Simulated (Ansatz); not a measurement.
# MgAu: the cost of one run

Program: Ansatz 0.2.0. Level of theory: DFT LDA, scalar-relativistic. These are calculated values, not measurements.

## (1) Starting point

The structure is cubic, space group Pm-3m (No. 221). Conventional cell: a = 3.259 Å, b = 3.259 Å, c = 3.259 Å, α = 90.00°, β = 90.00°, γ = 90.00°. Around Mg (site symmetry m-3m) lie 8 Au at 2.82 Å. Au (site symmetry m-3m) has 8 Mg at 2.82 Å as nearest neighbours.

As a file:

```
Mg Au
1.0
     3.25900    0.00000    0.00000
     0.00000    3.25900    0.00000
     0.00000    0.00000    3.25900
Mg Au
1 1
Direct
  0.50000 0.50000 0.50000
  0.00000 0.00000 0.00000
```

Atoms are numbered in the order of the input: Mg1, Au2.

## (2) After the deformation

Space group Pm-3m before, P4/mmm after.

## (3) LAPW, all electrons

Input file input.yaml:

```yaml
crystal:
  lattice:
    - [3.19382, 0.0, 0.0]
    - [0.0, 3.19382, 0.0]
    - [0.0, 0.0, 3.259]
  atoms:
    - { symbol: Mg, position: [0.5, 0.5, 0.5] }
    - { symbol: Au, position: [0.0, 0.0, 0.0] }
kpoints:
  mp_grid: { grid: [13, 13, 13] }
  band_path:
    path:
      - [0.0, 0.0, 0.0]
      - [0.0, 0.5, 0.0]
      - [0.5, 0.5, 0.0]
      - [0.0, 0.0, 0.0]
      - [0.0, 0.0, 0.5]
      - [0.0, 0.5, 0.5]
      - [0.5, 0.5, 0.5]
      - [0.0, 0.0, 0.5]
      - [0.0, 0.5, 0.0]
    npoints: 5
scf:
  occupations: { method: fermi_dirac, width: 0.05 }
hamiltonian:
  xc: lda
  pseudopotentials: { kind: all_electron, lapw: { basis_error: 0.00025 } }
output:
  forces: true
  stress: true
  eigenvalues: true
```

Launch:

```sh
> ansatz run input.yaml --threads 1 --pin off --max-ram 3072MiB --backend cpu --events-out ev --progress --plain --runs-dir out
```

What time and memory should one allow on 1 thread of Arm Neoverse V2, shared host?

About 60 s, with a peak of 0.77 GiB.
